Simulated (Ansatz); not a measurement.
## ScSi2 in Ansatz: the effect of strain

Crystal: ScSi2.

```
Sc Si
1.0
     3.51360    0.00000    0.00000
    -1.75680    3.04287    0.00000
     0.00000    0.00000    3.87000
Sc Si
1 2
Direct
  0.00000 0.00000 0.00000
  0.66667 0.33333 0.50000
  0.33333 0.66667 0.50000
```

Alike in all runs:

| Quantity | Value |
| --- | --- |
| Program | Ansatz 0.2.0 |
| Task | relaxation of the atoms |
| Functional | PBE |
| Potentials or basis | Ansatz PAW |
| Cutoff | 420 eV (not typed: the program's choice for these potentials) |
| k mesh | 7 × 7 × 6 |
| Occupations | fermi-dirac, width 0.05 eV |
| Spin | no spin polarisation |
| Kind of strain | biaxial |

Each run relaxes the cell or the atoms first.

```tsv
strain	pressure (GPa)
-0.04	?
-0.02	35.3
-0.01	29.8
0	24.9
0.01	20.4
0.02	16.3
0.04	9.2
```

What does the run with strain -0.04 give?

Pressure 47.7 GPa.

Worked out: A parabola through the other rows of the pressure, of slope -640 GPa per unit of strain there, extrapolates to 47.2 GPa, against the run's 47.7.

Caveats: the relaxation stopped at its first step, so nothing moved; the thresholds are loose for stress.
